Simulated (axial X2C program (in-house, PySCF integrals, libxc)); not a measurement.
**A two-component session on HfSe⁺: EOM-EA-CCSD levels**

Wanted for HfSe⁺: EOM-EA-CCSD levels, at the two-component level.

Method: two-component X2C with atomic mean-field terms, Hf dyall-acv3z, Se dyall-acv3z; program: an in-house X2C program for linear molecules on PySCF integrals.

All values are calculated.

## 1. Input

task.json reads:

```json
{
 "zs": [
  72,
  34
 ],
 "q": 1,
 "bas": [
  "dyall-acv3z",
  "dyall-acv3z"
 ],
 "r0": 2.35,
 "eom": "ea",
 "thr": -2.0,
 "nmax": 92,
 "grid": [
  1,
  0.96,
  1.045,
  0.92,
  1.09,
  1.15
 ]
}
```

Keys: zs atomic numbers; q charge; bas basis sets; r0 starting distance in Å; eom kind of EOM run; thr threshold in hartree for freezing inner shells (an s shell follows its p shell); nmax most natural virtual spinors; grid distances as factors.

Run with:

```console
> python soeom.py task.json out
```

Further steps of the session: EOM-EA-CCSD at 2.247 Å.

What does the calculation give? Wanted: next root led by one particle; T1 of the reference.

As calculated:

```
                     quantity                            value
       lowest root at 2.247 Å               Ω = 1/2, 13.386 eV
next root led by one particle  Ω = 3/2, about 6710 cm⁻¹ higher
          T1 of the reference                            0.027
```

What this shows: The added electron is bound by 13.39 eV in a spinor of 48% Hf sσ, 31% Hf dσ, 9% Se pσ. Errors of 0.1 to 0.3 eV are usual at this size, and roots led by higher excitations are left out, so the list is incomplete, and low states of that kind can be missing. T1 or the largest double amplitude of the reference is raised, which lowers the reliability.
